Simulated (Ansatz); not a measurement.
**CH₆GaNO: one species, many methods**

The task here is to estimate one member of a computed series from the others.

Method: functionals in def2-TZVPP, the program's frozen cores in correlated methods; program: Ansatz 0.2.0, Gaussian basis.

The runs, in order: LDA (SPW92), PBE-D4, revPBE-D4, BLYP-D4, r2SCAN-D4, B97M-V, PBE0-D4, B3LYP-D4, r2SCANh-D4, r2SCAN0-D4, HSE06-D4, BHLYP-D4, CAM-B3LYP-D4, LC-ωPBE, ωB97X-V, ωB97M-V, B2PLYP, PBE-QIDH; CCSD(T)/def2-SVP; CCSD(T)/def2-TZVPP; MP2/def2-QZVPP; extrapolation to the limit; RPA on PBE.

### Structure used throughout

All runs share one geometry, relaxed beforehand with PBE0-D4 in a triple-zeta def2 set.

SMILES `[CH3][Ga]([NH2])[OH]`, 10 atoms, charge 0, spin multiplicity 1.

Atoms are counted from 1 here; the program's logs count them from 0.

Bond lengths: C1–Ga2 1.955 Å, C1–H5 1.092 Å, C1–H6 1.091 Å, C1–H7 1.092 Å, Ga2–N3 1.809 Å, Ga2–O4 1.796 Å, N3–H8 1.005 Å, N3–H9 1.004 Å, O4–H10 0.958 Å. Angles: Ga2–C1–H5 110.4°, Ga2–C1–H6 111.2°, Ga2–C1–H7 110.4°, H5–C1–H6 108.5°, H5–C1–H7 107.8°, H6–C1–H7 108.5°, C1–Ga2–N3 125.9°, C1–Ga2–O4 123.2°, N3–Ga2–O4 110.9°, Ga2–N3–H8 122.7°, Ga2–N3–H9 124.8°, H8–N3–H9 112.5°, Ga2–O4–H10 114.0°.

Set-up of the first run:

Input file in.yaml:

```yaml
crystal:
  periodic: [false, false, false]
  atoms:
    - {symbol: C, position_ang: [-1.438410, 0.605253, -0.277651]}
    - {symbol: Ga, position_ang: [0.382189, -0.085393, -0.099236]}
    - {symbol: N, position_ang: [1.049164, -0.960136, 1.336814]}
    - {symbol: O, position_ang: [1.627092, 0.080238, -1.383240]}
    - {symbol: H, position_ang: [-1.933242, 0.156438, -1.141416]}
    - {symbol: H, position_ang: [-2.031211, 0.388201, 0.611849]}
    - {symbol: H, position_ang: [-1.422161, 1.686869, -0.427022]}
    - {symbol: H, position_ang: [1.996285, -1.294766, 1.376972]}
    - {symbol: H, position_ang: [0.532612, -1.165880, 2.172900]}
    - {symbol: H, position_ang: [1.320784, 0.538174, -2.167068]}
basis:
  gaussian: {orbitals: def2-TZVPP}
hamiltonian: {xc: lda}
output: {orbitals: {seedname: orbitals}}
```

Among the steps run: LDA; PBE-D4 (GGA); revPBE-D4 (GGA); BLYP-D4 (GGA); r2SCAN-D4 (meta-GGA); B97M-V (meta-GGA); PBE0-D4 (hybrid); B3LYP-D4 (hybrid); r2SCANh-D4 (hybrid); r2SCAN0-D4 (hybrid); HSE06-D4 (hybrid); BHLYP-D4 (hybrid); CAM-B3LYP-D4 (range-separated); LC-ωPBE-D4 (range-separated; the results give it without D4); ωB97X-V (range-separated); ωB97M-V (range-separated); B2PLYP (double hybrid); PBE-QIDH (double hybrid).

One of the session's tables, all rows but one given; the rest of the session is left out.

It belongs to the step «Orbital energies across the functionals». 

```
  functional  HOMO (eV)  gap (eV)
 LDA (SPW92)      -5.87      5.03
      PBE-D4      -5.67      5.00
   revPBE-D4      -5.59      5.03
     BLYP-D4      -5.55      4.86
   r2SCAN-D4          ?         ?
      B97M-V      -6.00      5.44
     PBE0-D4      -7.08      7.27
    B3LYP-D4      -6.84      6.67
  r2SCANh-D4      -6.50      6.61
  r2SCAN0-D4      -7.30      7.81
    HSE06-D4      -6.67      6.49
    BHLYP-D4      -8.41      9.25
CAM-B3LYP-D4      -8.55      9.53
     LC-ωPBE      -9.98     12.32
     ωB97X-V      -9.58     11.66
     ωB97M-V      -9.49     11.21
```

Estimate the missing values for r2SCAN-D4.

Worked estimate for «HOMO (eV)». Against the share of exact exchange, r2SCANh-D4 (0.1, -6.50), r2SCAN0-D4 (0.25, -7.30) give a slope of -5.33 per unit share; at 0 the line stands at -5.97.

As computed: HOMO (eV): -5.96; gap (eV): 5.79. In «HOMO (eV)» the line misses by -0.01.
